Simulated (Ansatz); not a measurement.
# H6N3NbO: one species, many methods

An exercise on one series of results from a longer session: the logs are not shown, and one member is left open.

Method: functionals in def2-TZVPP, the program's frozen cores in correlated methods; program: Ansatz 0.2.0, Gaussian basis.

Plan: LDA (SPW92), PBE-D4, revPBE-D4, BLYP-D4, r2SCAN-D4, B97M-V, PBE0-D4, B3LYP-D4, r2SCANh-D4, r2SCAN0-D4, HSE06-D4, BHLYP-D4, CAM-B3LYP-D4, LC-ωPBE, ωB97X-V, ωB97M-V, B2PLYP, PBE-QIDH; CCSD(T)/def2-SVP; CCSD(T)/def2-TZVPP; MP2/def2-QZVPP; extrapolation to the limit; RPA on PBE.

## The geometry

All runs share one geometry, relaxed beforehand with PBE0-D4 in a triple-zeta def2 set. Nb takes the def2 core potential; no spin-orbit term is included.

SMILES `[NH]=[Nb]([NH2])([NH2])[OH]`, 11 atoms, charge 0, spin multiplicity 1.

Atoms are counted from 1 here; the program's logs count them from 0.

Bond lengths: N1–Nb2 1.749 Å, N1–H6 1.008 Å, Nb2–N3 1.985 Å, Nb2–N4 1.985 Å, Nb2–O5 1.915 Å, N3–H7 1.008 Å, N3–H8 1.011 Å, N4–H9 1.007 Å, N4–H10 1.011 Å, O5–H11 0.956 Å. Angles: Nb2–N1–H6 173.3°, N1–Nb2–N3 105.5°, N1–Nb2–N4 105.5°, N1–Nb2–O5 114.6°, N3–Nb2–N4 112.5°, N3–Nb2–O5 109.3°, N4–Nb2–O5 109.3°, Nb2–N3–H7 125.8°, Nb2–N3–H8 124.1°, H7–N3–H8 110.0°, Nb2–N4–H9 125.8°, Nb2–N4–H10 124.1°, H9–N4–H10 110.0°, Nb2–O5–H11 134.4°.

The first run:

File in.yaml:

```yaml
crystal:
  periodic: [false, false, false]
  atoms:
    - {symbol: N, position_ang: [-1.551943, 0.454726, 0.819238]}
    - {symbol: Nb, position_ang: [-0.177145, -0.033909, -0.144393]}
    - {symbol: N, position_ang: [0.647622, -1.549521, 0.835873]}
    - {symbol: N, position_ang: [1.008227, 1.555749, -0.223563]}
    - {symbol: O, position_ang: [-0.607769, -0.591403, -1.925129]}
    - {symbol: H, position_ang: [-2.410114, 0.712166, 1.280989]}
    - {symbol: H, position_ang: [0.359604, -1.895067, 1.737404]}
    - {symbol: H, position_ang: [1.466548, -2.049994, 0.519462]}
    - {symbol: H, position_ang: [0.861260, 2.425465, 0.263295]}
    - {symbol: H, position_ang: [1.888654, 1.581551, -0.718940]}
    - {symbol: H, position_ang: [-1.419447, -0.666664, -2.423836]}
basis:
  gaussian: {orbitals: def2-TZVPP}
hamiltonian: {xc: lda}
output: {orbitals: {seedname: orbitals}}
```

The run is started by

```console
> ansatz run in.yaml --threads 4 --pin off --events-out ev --progress --plain --max-ram 10444MiB
```

Steps of the session up to this table: LDA; PBE-D4 (GGA); revPBE-D4 (GGA); BLYP-D4 (GGA); r2SCAN-D4 (meta-GGA); B97M-V (meta-GGA); PBE0-D4 (hybrid); B3LYP-D4 (hybrid); r2SCANh-D4 (hybrid); r2SCAN0-D4 (hybrid); HSE06-D4 (hybrid); BHLYP-D4 (hybrid); CAM-B3LYP-D4 (range-separated); LC-ωPBE (range-separated); ωB97X-V (range-separated); ωB97M-V (range-separated); B2PLYP (double hybrid); PBE-QIDH (double hybrid).

One table of the session follows, with a row left open; its other results are not shown here.

It belongs to the step «Frontier levels by functional». 

| functional | HOMO (eV) | gap (eV) |
| --- | --- | --- |
| LDA (SPW92) | -5.73 | 4.54 |
| PBE-D4 | -5.53 | 4.53 |
| revPBE-D4 | -5.46 | 4.54 |
| BLYP-D4 | -5.41 | 4.51 |
| r2SCAN-D4 | -5.83 | 4.99 |
| B97M-V | -5.88 | 5.09 |
| PBE0-D4 | -6.91 | 6.78 |
| B3LYP-D4 | -6.67 | 6.30 |
| r2SCANh-D4 | -6.35 | 5.82 |
| r2SCAN0-D4 | ? | ? |
| HSE06-D4 | -6.50 | 5.99 |
| BHLYP-D4 | -8.21 | 8.72 |
| CAM-B3LYP-D4 | -8.31 | 8.98 |
| LC-ωPBE | -9.70 | 11.47 |
| ωB97X-V | -9.31 | 10.91 |
| ωB97M-V | -9.21 | 10.28 |

**Question.** Estimate the row for r2SCAN0-D4.

Worked estimate for «HOMO (eV)». Against the share of exact exchange, r2SCAN-D4 (0, -5.83), r2SCANh-D4 (0.1, -6.35) give a slope of -5.20 per unit share; at 0.25 the line stands at -7.13.

**Answer.** HOMO (eV): -7.13; gap (eV): 7.10. In «HOMO (eV)» the line misses by 0.00.
